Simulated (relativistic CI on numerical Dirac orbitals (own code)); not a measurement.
**La³⁺: one ion under different settings**

How much do the settings matter for La³⁺? One ion, several inputs.

Method: Dirac-Coulomb-Breit CI, KLI orbitals optimised for each configuration, model QED (radiative potential, 1s self-energy scaled to tabulated hydrogen-like ionisation energies), numerical settings as typed. Code: relativistic CI on numerical Dirac orbitals (own code) version 3.

## Step 1: What is computed

- ion: La³⁺ (La IV)
- nuclear charge: 57
- electrons: 54
- isotope: A = 139

## Step 2: The usual input

Input settings:

```ini
atom La  Z=57  charge=3  electrons=54
nucleus A=139  rms_radius_fm=4.8550
hamiltonian dirac-coulomb  breit=on  qed=on  c_scale=1
orbitals kli  potential=per-configuration
slater_scale 1
correlation none
mixing on
grid step=0.0125 r_max=50.3
scf mixing=0.4 start=green max_iterations=150 tolerance=2e-08 node_fill=0.05
configurations
  [Kr] 4d10 5s2 5p6
  [Kr] 4d10 5s2 5p5 5d
end
```

On the command line:

```sh
python run_levels.py task.json out
```

One command runs all members of the session, one after another, from task.json.

## Step 3: Breit term off, end of the grid 150.9

Input settings:

```ini
atom La  Z=57  charge=3  electrons=54
nucleus A=139  rms_radius_fm=4.8550
hamiltonian dirac-coulomb  breit=off  qed=on  c_scale=1
orbitals kli  potential=per-configuration
slater_scale 1
correlation none
mixing on
grid step=0.0125 r_max=150.9
scf mixing=0.4 start=green max_iterations=150 tolerance=2e-08 node_fill=0.05
configurations
  [Kr] 4d10 5s2 5p6
  [Kr] 4d10 5s2 5p5 5d
end
```

## Step 4: Grid step 0.03, start potential bare, iteration limit 20

Input settings:

```ini
atom La  Z=57  charge=3  electrons=54
nucleus A=139  rms_radius_fm=4.8550
hamiltonian dirac-coulomb  breit=on  qed=on  c_scale=1
orbitals kli  potential=per-configuration
slater_scale 1
correlation none
mixing on
grid step=0.03 r_max=50.3
scf mixing=0.4 start=bare max_iterations=20 tolerance=2e-08 node_fill=0.05
configurations
  [Kr] 4d10 5s2 5p6
  [Kr] 4d10 5s2 5p5 5d
end
```

## Step 5: Start potential thomas-fermi

The settings differ from step 4 so:

```diff
@@ -7,4 +7,4 @@
 mixing on
-grid step=0.03 r_max=50.3
-scf mixing=0.4 start=bare max_iterations=20 tolerance=2e-08 node_fill=0.05
+grid step=0.0125 r_max=50.3
+scf mixing=0.4 start=thomas-fermi max_iterations=150 tolerance=2e-08 node_fill=0.05
 configurations
```

## Step 6: Potential mixing 0.1

The settings differ from step 5 so:

```diff
@@ -8,3 +8,3 @@
 grid step=0.0125 r_max=50.3
-scf mixing=0.4 start=thomas-fermi max_iterations=150 tolerance=2e-08 node_fill=0.05
+scf mixing=0.1 start=green max_iterations=150 tolerance=2e-08 node_fill=0.05
 configurations
```

## Step 7: Node fill 50

The settings differ from step 6 so:

```diff
@@ -8,3 +8,3 @@
 grid step=0.0125 r_max=50.3
-scf mixing=0.1 start=green max_iterations=150 tolerance=2e-08 node_fill=0.05
+scf mixing=0.4 start=green max_iterations=54 tolerance=2e-08 node_fill=50
 configurations
```

## Step 8: Grid step 0.15

The settings differ from step 7 so:

```diff
@@ -7,4 +7,4 @@
 mixing on
-grid step=0.0125 r_max=50.3
-scf mixing=0.4 start=green max_iterations=54 tolerance=2e-08 node_fill=50
+grid step=0.15 r_max=50.3
+scf mixing=0.4 start=green max_iterations=65 tolerance=2e-08 node_fill=0.05
 configurations
```

(Steps that only read results are left out.)

What does the calculation give? Wanted: lowest level, usual settings; total energy; first excitation.

**Answer**, as computed:

| setting | total energy less usual (Ha) | largest shift of a level among the lowest eight of both runs, same label and place (cm⁻¹) | SCF iterations | time | lowest level | kind of change |
| --- | --- | --- | --- | --- | --- | --- |
| usual | 0 | 0 | 23 | 0.25 s | 5p6 1S0 | - |
| Breit term off, end of the grid 150.9 | -6.96 | 267 | 23 | 0.23 s | 5p6 1S0 | model term |
| grid step 0.03, start potential bare, iteration limit 20 | 0.000371 | 0.0246 | 30 | 0.14 s | 5p6 1S0 | numerical |
| start potential thomas-fermi | 0 | 0 | 23 | 0.25 s | 5p6 1S0 | numerical |
| potential mixing 0.1 | 0 | 0 | 27 | 0.27 s | 5p6 1S0 | numerical |
| node fill 50 | 1.13 | 4100 | 24 | 0.26 s | 5p6 1S0 | unsound |
| grid step 0.15 | 0.0936 | 238 | 22 | 0.047 s | 5p6 1S0 | unsound |

| quantity | value |
| --- | --- |
| lowest level, usual settings | 5p6 1S0 |
| total energy | -8480.8190 Ha |
| first excitation | 153306 cm⁻¹ |

Among the runs whose levels can be followed, they move most under «node fill 50» (unsound), by up to 4100 cm⁻¹. No visible change in the result comes from «start potential thomas-fermi» or «potential mixing 0.1». Under «grid step 0.15» the program warns: orbitals of one symmetry overlap by 2.3e-04. Only the listed configurations are in the model. Near neutrality, missing correlation can shift configurations against each other by thousands of cm⁻¹.
